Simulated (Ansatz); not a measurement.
# C2HCl3Zr: one species, many methods

An exercise on one series of results from a longer session: the logs are not shown, and one member is left open.

Program: Ansatz 0.2.0, Gaussian basis. Level of theory: functionals in def2-TZVPP, the program's frozen cores in correlated methods. These are calculated values, not measurements.

The runs, in order: LDA (SPW92), PBE-D4, revPBE-D4, BLYP-D4, r2SCAN-D4, B97M-V, PBE0-D4, B3LYP-D4, r2SCANh-D4, r2SCAN0-D4, HSE06-D4, BHLYP-D4, CAM-B3LYP-D4, LC-ωPBE, ωB97X-V, ωB97M-V, B2PLYP, PBE-QIDH; CCSD(T)/def2-SVP; CCSD(T)/def2-TZVPP; MP2/def2-QZVPP; extrapolation to the limit; RPA on PBE.

**The geometry**

An earlier PBE0-D4 in a triple-zeta def2 set relaxation fixed the geometry. Zr takes the def2 core potential; no spin-orbit term is included.

SMILES `C#[C][Zr]([Cl])([Cl])[Cl]`, 7 atoms, charge 0, spin multiplicity 1.

Atoms are counted from 1 here; the program's logs count them from 0.

Bond lengths: C1–C2 1.216 Å, C1–H7 1.068 Å, C2–Zr3 2.151 Å, Zr3–Cl4 2.320 Å, Zr3–Cl5 2.320 Å, Zr3–Cl6 2.320 Å. Angles: C2–C1–H7 180.0°, C1–C2–Zr3 180.0°, C2–Zr3–Cl4 108.1°, C2–Zr3–Cl5 108.1°, C2–Zr3–Cl6 108.1°, Cl4–Zr3–Cl5 110.8°, Cl4–Zr3–Cl6 110.8°, Cl5–Zr3–Cl6 110.8°.

Set-up of the first run:

in.yaml

```yaml
crystal:
  periodic: [false, false, false]
  atoms:
    - {symbol: C, position_ang: [1.848778, -1.264334, 0.254327]}
    - {symbol: C, position_ang: [0.851676, -0.582445, 0.117296]}
    - {symbol: Zr, position_ang: [-0.912151, 0.623705, -0.125441]}
    - {symbol: Cl, position_ang: [-2.674591, -0.778479, -0.680789]}
    - {symbol: Cl, position_ang: [-0.512559, 2.154367, -1.821961]}
    - {symbol: Cl, position_ang: [-1.325607, 1.710388, 1.881782]}
    - {symbol: H, position_ang: [2.724453, -1.863212, 0.374787]}
basis:
  gaussian: {orbitals: def2-TZVPP}
hamiltonian: {xc: lda}
output: {orbitals: {seedname: orbitals}}
```

Command:

```bash
$ ansatz run in.yaml --threads 4 --pin off --events-out ev --progress --plain --max-ram 10444MiB
```

Among the steps run: LDA; PBE-D4 (GGA); revPBE-D4 (GGA); BLYP-D4 (GGA); r2SCAN-D4 (meta-GGA); B97M-V (meta-GGA); B3LYP-D4 (hybrid); r2SCANh-D4 (hybrid); r2SCAN0-D4 (hybrid); HSE06-D4 (hybrid); BHLYP-D4 (hybrid); CAM-B3LYP-D4 (range-separated); LC-ωPBE (range-separated); ωB97X-V (range-separated); ωB97M-V (range-separated); B2PLYP (double hybrid); PBE-QIDH (double hybrid).

One table of the session follows, with a row left open; its other results are not shown here.

It belongs to the step «Orbital energies across the functionals». 

```
  functional  HOMO (eV)  LUMO (eV)  gap (eV)
 LDA (SPW92)      -7.78      -3.77      4.02
      PBE-D4      -7.57      -3.53      4.04
   revPBE-D4      -7.50      -3.44      4.06
     BLYP-D4      -7.38      -3.37      4.01
   r2SCAN-D4      -7.85      -3.42      4.42
      B97M-V      -7.81      -3.35      4.46
     PBE0-D4      -8.78      -2.78      6.00
    B3LYP-D4      -8.51      -2.95      5.56
  r2SCANh-D4      -8.29      -3.14      5.15
  r2SCAN0-D4          ?          ?         ?
    HSE06-D4      -8.38      -3.15      5.22
    BHLYP-D4      -9.79      -1.83      7.96
CAM-B3LYP-D4     -10.10      -1.72      8.38
     LC-ωPBE     -11.55      -0.66     10.90
     ωB97X-V     -11.13      -0.70     10.42
     ωB97M-V     -10.98      -0.75     10.24
```

Estimate the missing values for r2SCAN0-D4.

Worked estimate for «HOMO (eV)». Against the share of exact exchange, r2SCAN-D4 (0, -7.85), r2SCANh-D4 (0.1, -8.29) give a slope of -4.40 per unit share; at 0.25 the line stands at -8.95.

**Answer.** HOMO (eV): -8.96; LUMO (eV): -2.71; gap (eV): 6.26. In «HOMO (eV)» the line misses by +0.01.
